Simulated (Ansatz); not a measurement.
# TiPd: how well frozen cores do

Does the method matter for TiPd? The same cell, functional and mesh are run with LAPW, all electrons, PAW with frozen cores and all-electron PAW on datasets made for the crystal.

Method: DFT PBEsol, scalar-relativistic, in Ansatz 0.2.0.

## 1. The structure to begin with

Symmetry: Pm-3m, No. 221, cubic system. Conventional cell: a = 3.180 Å, b = 3.180 Å, c = 3.180 Å, α = 90.00°, β = 90.00°, γ = 90.00°. Ti (site symmetry m-3m) is surrounded by 8 Pd at 2.75 Å. Around Pd (site symmetry m-3m) lie 8 Ti at 2.75 Å.

Structure file:

```
Ti Pd
1.0
     3.18000    0.00000    0.00000
     0.00000    3.18000    0.00000
     0.00000    0.00000    3.18000
Ti Pd
1 1
Direct
  0.50000 0.50000 0.50000
  0.00000 0.00000 0.00000
```

The geometry is a database entry used as it stands. It may stem from high pressure or temperature, or be incomplete, so it serves as a test cell.

Atoms are numbered in the order of the input: Ti1, Pd2.

## 2. LAPW, all electrons

input.yaml reads:

```yaml
crystal:
  lattice:
    - [3.18, 0.0, 0.0]
    - [0.0, 3.18, 0.0]
    - [0.0, 0.0, 3.18]
  atoms:
    - { symbol: Ti, position: [0.5, 0.5, 0.5] }
    - { symbol: Pd, position: [0.0, 0.0, 0.0] }
kpoints:
  mp_grid: { grid: [13, 13, 13] }
  band_path:
    path:
      - [0.0, 0.0, 0.0]
      - [0.0, 0.5, 0.0]
      - [0.5, 0.5, 0.0]
      - [0.0, 0.0, 0.0]
      - [0.5, 0.5, 0.5]
      - [0.0, 0.5, 0.0]
      - [0.5, 0.5, 0.5]
      - [0.5, 0.5, 0.0]
    npoints: 14
scf:
  occupations: { method: fermi_dirac, width: 0.08 }
hamiltonian:
  xc: pbesol
  pseudopotentials: { kind: all_electron, lapw: { basis_error: 0.0005 } }
output:
  forces: true
  stress: true
  eigenvalues: true
  populations: true
  dos: { projected: true, de: 0.2, e_range: [-14, 8] }
```

On the command line:

```bash
$ ansatz run input.yaml --threads 1 --pin off --max-ram 3072MiB --backend cpu --events-out ev --progress --plain --runs-dir out
```

## 3. PAW with frozen cores

Edit input.yaml of step 2 so:

```diff
@@ -25,3 +25,3 @@
   xc: pbesol
-  pseudopotentials: { kind: all_electron, lapw: { basis_error: 0.0005 } }
+  pseudopotentials: { kind: paw }
 output:
@@ -30,3 +30,9 @@
   eigenvalues: true
+  efg: { contact_densities: true }
   populations: true
+  bader: true
   dos: { projected: true, de: 0.2, e_range: [-14, 8] }
+  write_density: true
+  write_potential: true
+  elf: true
+  volumetric_format: npy
```

## 4. All-electron PAW on datasets made for the crystal

Edit input.yaml of step 3 so:

```diff
@@ -20,3 +20,3 @@
       - [0.5, 0.5, 0.0]
-    npoints: 14
+    npoints: 8
 scf:
@@ -25,3 +25,3 @@
   xc: pbesol
-  pseudopotentials: { kind: paw }
+  pseudopotentials: { kind: all_electron, datasets: crystal }
 output:
@@ -31,8 +31 @@
   efg: { contact_densities: true }
-  populations: true
-  bader: true
-  dos: { projected: true, de: 0.2, e_range: [-14, 8] }
-  write_density: true
-  write_potential: true
-  elf: true
-  volumetric_format: npy
```

(Steps that only read results are left out.)

Before running it: what results should come out? Wanted: pressure; gap; Bader charges.

The runs gave:

```
           quantity                                              value
           pressure  LAPW -6.85, PAW -6.82, crystal datasets -6.84 GPa
         gap (LAPW)                                               none
Bader charges (PAW)                             Ti1 +1.31, Pd2 -1.31 e
```

**Reading.** The pressure of -6.8 GPa pushes the cell to shrink, with the atoms held in place. Bands cross the Fermi level: the crystal is a metal at this level. Ti 3d carries the largest share, 81 %, of the projected states within 0.3 eV of the Fermi level. The projection holds only the free atom's occupied shells (Ti 4s, Ti 3d, Pd 4d in this range). In pressure, PAW differs from LAPW by +0.02 GPa. The price, with the outputs that each input asks for: 18 s for LAPW against 9.8 s for PAW, about 1.8 to one.
